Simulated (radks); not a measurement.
# Ge⁺ in [Ar] 3d9 4s2 4p2: an all-electron calculation

One table from this session's results is given with a row withheld; the runs are named, their logs left out.

The numbers are computed with radks (a radial shooting solver on a logarithmic mesh, Libxc functionals) version 1 (scalar-relativistic Kohn-Sham, OLYP, spin-polarised, spherical densities, finite nucleus; open shells are filled with parallel spins first), except any that are marked as measured or tabulated.

## The atom as given

- element: germanium (Z = 32)
- charge: +1
- electrons: 31
- configuration: [Ar] 3d9 4s2 4p2
- nuclear rms radius: 4.0742 fm

Outer shells as boxes (Hund's rule):

Ge⁺
```
[Ar] core
3d [↑↓][↑↓][↑↓][↑↓][↑ ]
4s [↑↓]
4p [↑ ][↑ ][  ]
```

Set-up of the first run:

The run's settings:

```text
Z 32
configuration [Ar] 3d9 4s2 4p2 5s0 4d0 5p0 4f0
relativity scalar-relativistic
functional optx,lyp
spin polarised
nucleus finite rms 4.0742 fm
c 137.035999084
```

Run with:

```bash
python run_ks.py task.json out
```

This one command runs every case of the session in turn.

Among the steps run: Self-consistent calculation.

One of the session's tables, all rows but one given; the rest of the session is left out.

It belongs to the step «Orbitals and density». Sizes of the orbitals, from the radial functions (bohr):

```
  level      <r>  outermost maximum (interpolated)  90 % within  nodes
  1s up  0.04701                            0.0307       0.0840      0
1s down  0.04701                            0.0307       0.0840      0
  2s up   0.2100                             0.176        0.325      1
2s down   0.2099                             0.176        0.325      1
  2p up   0.1837                             0.141        0.300      0
2p down   0.1836                             0.141        0.300      0
  3s up   0.6188                             0.541        0.923      2
3s down        ?                                 ?            ?      ?
  3p up   0.6384                             0.540        0.978      1
3p down   0.6392                             0.541        0.979      1
  3d up   0.6981                             0.495         1.17      0
3d down   0.6985                             0.497         1.17      0
  4s up    1.916                              1.65         2.83      3
4s down    1.939                              1.64         2.91      3
  4p up    2.319                              1.94         3.50      2
4p down    2.473                              1.96         3.84      2
  5s up    5.319                              4.88         7.61      4
```

Q: Estimate the row for 3s down from the others.

The run gave: <r>: 0.6195; outermost maximum (interpolated): 0.541; 90 % within: 0.924; nodes: 2. In the column «<r>» it lies between 3s up (0.6188) and 3p up (0.6384).
